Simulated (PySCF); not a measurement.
# C₂H₄ClGa: NMR shifts at several levels of theory, part 2 of 2

PySCF 2.14.0. Atoms count from 0. The steps go on from the part before.

## Step 6: Shielding tensors: PBE0/cc-pVDZ

Job settings and geometry (Å):

```
{"job": {"kind": "nmr", "xc": "PBE0", "basis": "cc-pVDZ", "pop": true}, "charge": 0, "multiplicity": 1}
C     -1.440394     0.139827     0.266452
C     -0.389233    -0.456699    -0.312784
Ga     1.403652     0.207119     0.003814
Cl     3.031132    -0.801016    -0.992976
H     -2.470903    -0.202677     0.109825
H     -1.326324     1.006253     0.929649
H     -0.561133    -1.319332    -0.967693
H      1.808731     1.408489     0.912238
```

Level: GIAO PBE0/cc-pVDZ NMR shielding, non-relativistic, gas phase.

Standard output:

```text
coarse grid: 33984 points
cycle   1  E = -2463.1191666622  dE = -2.661e-01  |g| = 4.000e-01  |ddm| = 5.347e+00
cycle   2  E = -2463.1043470289  dE =  1.482e-02  |g| = 4.572e-01  |ddm| = 2.365e+00
cycle   3  E = -2463.1669397115  dE = -6.259e-02  |g| = 2.229e-02  |ddm| = 1.285e+00
cycle   4  E = -2463.1670949218  dE = -1.552e-04  |g| = 9.161e-03  |ddm| = 7.606e-02
cycle   5  E = -2463.1671106776  dE = -1.576e-05  |g| = 5.680e-03  |ddm| = 2.070e-02
cycle   6  E = -2463.1671196424  dE = -8.965e-06  |g| = 5.308e-04  |ddm| = 8.684e-03
final grid: 68944 points
cycle   7  E = -2463.1670834059  dE =  4.445e-08  |g| = 6.920e-04  |ddm| = 2.555e-03
cycle   8  E = -2463.1670831883  dE =  2.176e-07  |g| = 1.124e-03  |ddm| = 3.197e-03
cycle   9  E = -2463.1670835400  dE = -3.516e-07  |g| = 1.134e-04  |ddm| = 1.903e-03
cycle  10  E = -2463.1670835436  dE = -3.653e-09  |g| = 1.357e-05  |ddm| = 2.171e-04
cycle  11  E = -2463.1670835437  dE = -6.366e-11  |g| = 1.548e-06  |ddm| = 3.083e-05
converged SCF energy = -2463.1670835437

GIAO shielding tensors (ppm)
atom      isotropic    diamagn.    paramagn.     s11        s22        s33       span
  0 C       52.786     253.352    -200.566    -67.011     52.334    173.036    240.047
  1 C       53.407     248.723    -195.316    -52.084     35.236    177.069    229.153
  2 Ga    1513.766    2640.330   -1126.564   1433.457   1516.347   1591.496    158.039
  3 Cl     870.923    1148.119    -277.195    620.127    938.301   1054.341    434.214
  4 H       24.437      28.671      -4.234     21.516     23.966     27.828      6.312
  5 H       24.791      31.243      -6.452     20.706     23.827     29.842      9.136
  6 H       24.541      29.635      -5.095     21.387     23.825     28.410      7.023
  7 H       25.197      28.157      -2.960     19.316     19.752     36.523     17.207
```

Wall time 6.8 s (1 thread of Arm Neoverse V2, shared host); peak memory 0.49 GiB.

This run: δ C0 144.0, C1 143.3, Ga2 379, Cl3 90, H4 6.85, H6 6.75 ppm.

## Step 7: NMR shieldings: PBE0/cc-pVTZ

The job, as its differences from that of step 6:

```diff
@@ -1,2 +1,2 @@
-{"job": {"kind": "nmr", "xc": "PBE0", "basis": "cc-pVDZ", "pop": true}, "charge": 0, "multiplicity": 1}
+{"job": {"kind": "nmr", "xc": "PBE0", "basis": "cc-pVTZ", "pop": true}, "charge": 0, "multiplicity": 1}
 C     -1.440394     0.139827     0.266452
```

With the program's defaults for keys left out, this is: GIAO PBE0/cc-pVTZ NMR shielding, non-relativistic, gas phase.

Standard output:

```text
coarse grid: 33984 points
cycle   1  E = -2463.2119936119  dE = -2.797e-01  |g| = 5.730e-01  |ddm| = 7.270e+00
cycle   2  E = -2463.1777314928  dE =  3.426e-02  |g| = 7.043e-01  |ddm| = 6.364e+00
cycle   3  E = -2463.2765621155  dE = -9.883e-02  |g| = 3.113e-02  |ddm| = 4.200e+00
cycle   4  E = -2463.2767996581  dE = -2.375e-04  |g| = 1.456e-02  |ddm| = 1.220e-01
cycle   5  E = -2463.2768609239  dE = -6.127e-05  |g| = 2.074e-03  |ddm| = 4.041e-02
cycle   6  E = -2463.2768617435  dE = -8.195e-07  |g| = 1.364e-03  |ddm| = 8.100e-03
final grid: 68944 points
cycle   7  E = -2463.2767880939  dE =  8.193e-07  |g| = 2.250e-03  |ddm| = 7.512e-03
cycle   8  E = -2463.2767853393  dE =  2.755e-06  |g| = 3.948e-03  |ddm| = 1.069e-02
cycle   9  E = -2463.2767894086  dE = -4.069e-06  |g| = 2.483e-04  |ddm| = 6.655e-03
cycle  10  E = -2463.2767894252  dE = -1.658e-08  |g| = 1.531e-05  |ddm| = 5.374e-04
cycle  11  E = -2463.2767894252  dE = -6.048e-11  |g| = 1.373e-06  |ddm| = 3.626e-05
converged SCF energy = -2463.2767894252

GIAO shielding tensors (ppm)
atom      isotropic    diamagn.    paramagn.     s11        s22        s33       span
  0 C       37.202     252.204    -215.002    -90.466     38.559    163.511    253.977
  1 C       37.333     242.987    -205.654    -76.270     19.444    168.826    245.096
  2 Ga    1397.561    2639.593   -1242.033   1318.359   1368.144   1506.178    187.819
  3 Cl     860.706    1147.099    -286.392    609.271    941.782   1031.067    421.796
  4 H       24.345      28.902      -4.557     21.401     23.793     27.840      6.438
  5 H       24.771      30.402      -5.631     20.658     23.858     29.797      9.138
  6 H       24.386      28.394      -4.008     20.949     23.768     28.441      7.492
  7 H       25.273      27.784      -2.511     19.446     20.186     36.187     16.741
```

Wall time 17 s (1 thread of Arm Neoverse V2, shared host); peak memory 0.9 GiB.

This run: δ C0 150.1, C1 150.0, Ga2 404, Cl3 92, H4 6.95, H6 6.91 ppm.

## Step 8: NMR shieldings: PBE0/aug-cc-pVDZ

The job, as its differences from that of step 7:

```diff
@@ -1,2 +1,2 @@
-{"job": {"kind": "nmr", "xc": "PBE0", "basis": "cc-pVTZ", "pop": true}, "charge": 0, "multiplicity": 1}
+{"job": {"kind": "nmr", "xc": "PBE0", "basis": "aug-cc-pVDZ", "pop": true}, "charge": 0, "multiplicity": 1}
 C     -1.440394     0.139827     0.266452
```

With the program's defaults for keys left out, this is: GIAO PBE0/aug-cc-pVDZ NMR shielding, non-relativistic, gas phase.

Standard output:

```text
coarse grid: 33984 points
cycle   1  E = -2463.1281838544  dE = -2.711e-01  |g| = 4.059e-01  |ddm| = 7.404e+00
cycle   2  E = -2463.1108963781  dE =  1.729e-02  |g| = 4.719e-01  |ddm| = 3.045e+00
cycle   3  E = -2463.1755260273  dE = -6.463e-02  |g| = 2.599e-02  |ddm| = 1.522e+00
cycle   4  E = -2463.1757245565  dE = -1.985e-04  |g| = 1.088e-02  |ddm| = 1.154e-01
cycle   5  E = -2463.1757464533  dE = -2.190e-05  |g| = 6.514e-03  |ddm| = 3.172e-02
cycle   6  E = -2463.1757582155  dE = -1.176e-05  |g| = 5.479e-04  |ddm| = 1.113e-02
cycle   7  E = -2463.1757582981  dE = -8.257e-08  |g| = 1.780e-04  |ddm| = 1.788e-03
final grid: 68944 points
cycle   8  E = -2463.1757224783  dE = -1.214e-08  |g| = 1.831e-04  |ddm| = 5.899e-03
cycle   9  E = -2463.1757224738  dE =  4.553e-09  |g| = 2.200e-04  |ddm| = 1.153e-03
cycle  10  E = -2463.1757224885  dE = -1.474e-08  |g| = 1.614e-05  |ddm| = 5.930e-04
cycle  11  E = -2463.1757224886  dE = -6.321e-11  |g| = 5.530e-06  |ddm| = 4.493e-05
converged SCF energy = -2463.1757224886

GIAO shielding tensors (ppm)
atom      isotropic    diamagn.    paramagn.     s11        s22        s33       span
  0 C       52.615     209.824    -157.209    -66.645     51.330    173.161    239.807
  1 C       50.430     216.179    -165.749    -56.989     32.960    175.319    232.308
  2 Ga    1494.399    2641.705   -1147.306   1402.744   1480.234   1600.218    197.474
  3 Cl     883.606    1146.305    -262.699    645.340    951.144   1054.334    408.995
  4 H       24.282      33.041      -8.760     21.343     23.877     27.625      6.283
  5 H       24.798      28.870      -4.072     20.650     24.040     29.702      9.052
  6 H       24.411      32.275      -7.864     21.077     23.863     28.293      7.216
  7 H       25.134      26.654      -1.520     19.232     19.920     36.250     17.018
```

Wall time 11 s (1 thread of Arm Neoverse V2, shared host); peak memory 0.75 GiB.

In short: δ C1 144.7, C0 142.5, Ga2 381, Cl3 84, H4 7.11, H6 6.98 ppm.

## Step 9: Nuclear shieldings: PBE0/pcSseg-0

The job, as its differences from that of step 8:

```diff
@@ -1,2 +1,2 @@
-{"job": {"kind": "nmr", "xc": "PBE0", "basis": "aug-cc-pVDZ", "pop": true}, "charge": 0, "multiplicity": 1}
+{"job": {"kind": "nmr", "xc": "PBE0", "basis": "pcSseg-0", "pop": true}, "charge": 0, "multiplicity": 1}
 C     -1.440394     0.139827     0.266452
```

Method: GIAO PBE0/pcSseg-0 NMR shielding, non-relativistic, gas phase.

Standard output:

```text
coarse grid: 33984 points
cycle   1  E = -2460.2409880197  dE = -8.130e-01  |g| = 3.488e-01  |ddm| = 2.869e+00
cycle   2  E = -2460.2378359309  dE =  3.152e-03  |g| = 3.717e-01  |ddm| = 1.147e+00
cycle   3  E = -2460.2772133695  dE = -3.938e-02  |g| = 3.269e-02  |ddm| = 5.980e-01
cycle   4  E = -2460.2773424092  dE = -1.290e-04  |g| = 2.539e-02  |ddm| = 6.479e-02
cycle   5  E = -2460.2775150726  dE = -1.727e-04  |g| = 4.447e-03  |ddm| = 2.714e-02
cycle   6  E = -2460.2775199003  dE = -4.828e-06  |g| = 1.066e-03  |ddm| = 6.738e-03
final grid: 68944 points
cycle   7  E = -2460.2774759793  dE =  1.121e-07  |g| = 1.251e-03  |ddm| = 3.186e-03
cycle   8  E = -2460.2774757538  dE =  2.255e-07  |g| = 1.538e-03  |ddm| = 3.803e-03
cycle   9  E = -2460.2774764211  dE = -6.674e-07  |g| = 1.882e-04  |ddm| = 2.099e-03
cycle  10  E = -2460.2774764308  dE = -9.609e-09  |g| = 4.069e-06  |ddm| = 1.798e-04
cycle  11  E = -2460.2774764308  dE = -4.547e-12  |g| = 6.691e-07  |ddm| = 7.349e-06
converged SCF energy = -2460.2774764308

GIAO shielding tensors (ppm)
atom      isotropic    diamagn.    paramagn.     s11        s22        s33       span
  0 C       34.184     258.072    -223.888    -99.912     32.029    170.435    270.347
  1 C       39.579     261.243    -221.664    -76.810     17.895    177.651    254.461
  2 Ga    1443.041    2628.779   -1185.737   1334.000   1453.068   1542.056    208.056
  3 Cl     867.820    1146.665    -278.846    596.618    907.291   1099.550    502.932
  4 H       25.597      28.977      -3.380     22.845     25.433     28.513      5.668
  5 H       26.072      30.690      -4.618     22.139     25.792     30.285      8.147
  6 H       26.012      30.960      -4.948     23.296     25.402     29.336      6.040
  7 H       25.972      28.000      -2.028     20.213     20.666     37.038     16.825
```

Run time: 3.8 s. Hardware: 1 thread of Arm Neoverse V2, shared host; peak memory 0.41 GiB.

In short: δ C0 159.3, C1 153.9, Ga2 471, Cl3 85, H4 7.24, H7 6.86 ppm.

## Step 10: Run by run: NMR shifts

Shifts (ppm) of some atoms, chosen among heavy atoms and hydrogens apart, with basis size and wall time:

| run | C0 | C1 | H7 | H6 | H4 | Ga2 | Cl3 | functions | time |
| --- | --- | --- | --- | --- | --- | --- | --- | --- | --- |
| PBE0/6-31G* | 139.6 | 137.8 | 6.62 | 6.57 | 6.51 | 382 | 58 | 86 | 6 s |
| PBE0/def2-SVP | 143.4 | 142.5 | 5.94 | 6.66 | 6.71 | 388 | 106 | 98 | 6.1 s |
| PBE0/def2-TZVP | 150.9 | 151.5 | 6.13 | 6.88 | 6.97 | 422 | 80 | 171 | 14 s |
| PBE0/cc-pVDZ | 144.0 | 143.3 | 6.09 | 6.75 | 6.85 | 379 | 90 | 93 | 6.8 s |
| PBE0/cc-pVTZ | 150.1 | 150.0 | 6.02 | 6.91 | 6.95 | 404 | 92 | 193 | 17 s |
| PBE0/aug-cc-pVDZ | 142.5 | 144.7 | 6.26 | 6.98 | 7.11 | 381 | 84 | 145 | 11 s |
| PBE0/pcSseg-0 | 159.3 | 153.9 | 6.86 | 6.82 | 7.24 | 471 | 85 | 64 | 3.8 s |

## Step 11: Summary of results

What follows sums up all 2 parts.

| quantity | value |
| --- | --- |
| point group | Cs |
| rotational constants (main isotopes) | 13.70, 1.81, 1.60 GHz |
| 13C shifts against TMS (PBE0/6-31G*) | 139.6, 137.8 ppm |
| 1H shifts against TMS (PBE0/6-31G*) | 6.62, 6.57, 6.51, 6.45 ppm |
| 71Ga shifts against GaH4- (PBE0/6-31G*) | 382 ppm |
| 35Cl shifts against HCl (PBE0/6-31G*) | 58 ppm |
| range of the shift of Ga2 | 379 to 471 ppm |

Single values in the summary come from the first run of each kind that ended normally (PBE0/6-31G*), which need not be the best level. The optimisation took 7 steps and gained 0.138 eV; among the close pairs (by a distance rule), C1–Ga2 changed most, from 2.002 to 1.938 Å. At PBE0/6-31G*: The widest tensor belongs to Cl3: span 428 ppm, with a paramagnetic part of -276 ppm. Across the 7 runs the shift of Ga2 moves most, between 379 (PBE0/cc-pVDZ) and 471 ppm (PBE0/pcSseg-0). Spin-orbit coupling is left out, which matters for shieldings and couplings at and beside the heavy atoms.
